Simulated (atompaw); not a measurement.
**A PAW (atompaw) potential for Sn, from input to tests**

Aim: build the potential from the settings below, then test how well it stands in for the atom: scattering, ghost states and the plane-wave cutoff that it needs.

Method: atompaw 4.2.0.5, LDA (PW92), scalar-relativistic.

3 further runs of the same task are left out: 1 that didn't finish, 2 set aside as unsound or not needed.

### Step 1. The design

The settings as typed:

* element: tin (Sn, Z = 50)
* type: PAW
* frozen core: [Kr]
* valence charge: 14
* reference configuration: 4d10 5s2 5p2
* partial waves: 5s (bound): rc 2.90 bohr; 5s channel at -0.4 Ry: rc 2.90 bohr; 5p (bound): rc 2.90 bohr; 5p channel at 0.3 Ry: rc 2.90 bohr; 4d (bound): rc 0.90 bohr; 4d channel at -1.25 Ry: rc 0.90 bohr
* local potential: bessel scheme, radius 2.80 bohr
* core correction: smooth core density matched at 1.60 bohr
* augmentation charge: besselshape compensation charge, radius 2.55 bohr; PAW radius 2.90 bohr; waves and projectors: custom rrkj vanderbiltortho

The nodes and maxima of the atom's own shells, from an earlier all-electron run, set the scale for the radii.

All-electron outer shells of the reference configuration (LDA (PW92), scalar-relativistic, ld1.x):

```csv
shell,level (eV),outermost node (bohr),outermost maximum (bohr)
4s,-133.66,0.40,0.74
4p,-89.56,0.41,0.79
4d,-25.90,0.39,0.88
5s,-10.81,0.98,2.01
5p,-3.87,1.09,2.55
```

### Step 2. The generation run

The input, Sn.input:

```
Sn 50
LDA-PW scalarrelativistic loggrid 1500 logderivrange -4 5 226
5 5 4 0 0 0
5 1 2
0 0 0
c
c
c
c
v
c
c
c
v
c
v
2
2.90 2.55 2.80 1.60
y
-0.4
n
y
0.3
n
y
-1.25
n
custom rrkj vanderbiltortho besselshape
bessel
2.90
2.90
2.90
2.90
0.90
0.90
PWSCFOUT
UPFDX 0.0125d0 UPFXMIN -7.d0 UPFZMESH 50.d0
END
```

Started as:

```console
$ atompaw < Sn.input > Sn.log
```

**Question.** What will these runs give? Wanted: cutoffs for 10 and 1 mRy, occupied levels; bound ghosts; largest phase difference near zero energy, channels read; lowest eigenvalue of the overlap; share of valence orbitals outside the PAW sphere; UPF file.

As calculated:

| quantity | value |
| --- | --- |
| cutoffs for 10 and 1 mRy, occupied levels | 140 Ry and 260 Ry |
| bound ghosts | none found |
| largest phase difference near zero energy, channels read | 0.036 rad |
| lowest eigenvalue of the overlap (Bessel basis) | 0.394 (s) |
| share of valence orbitals outside the PAW sphere | 5s 24 %, 5p 53 %, 4d 0 % |
| UPF file | written |

What this shows: It counts as very hard, with 140 Ry needed at the looser tolerance. The slowest occupied level is 4d: taken alone it needs 140 Ry to come within 1 mRy, against 8 Ry for 5p. The Bessel-basis test finds no level below the valence levels. Of the channels read, d scatters worst near zero energy, by up to 0.04 rad. All of this concerns the isolated atom, not yet a solid.
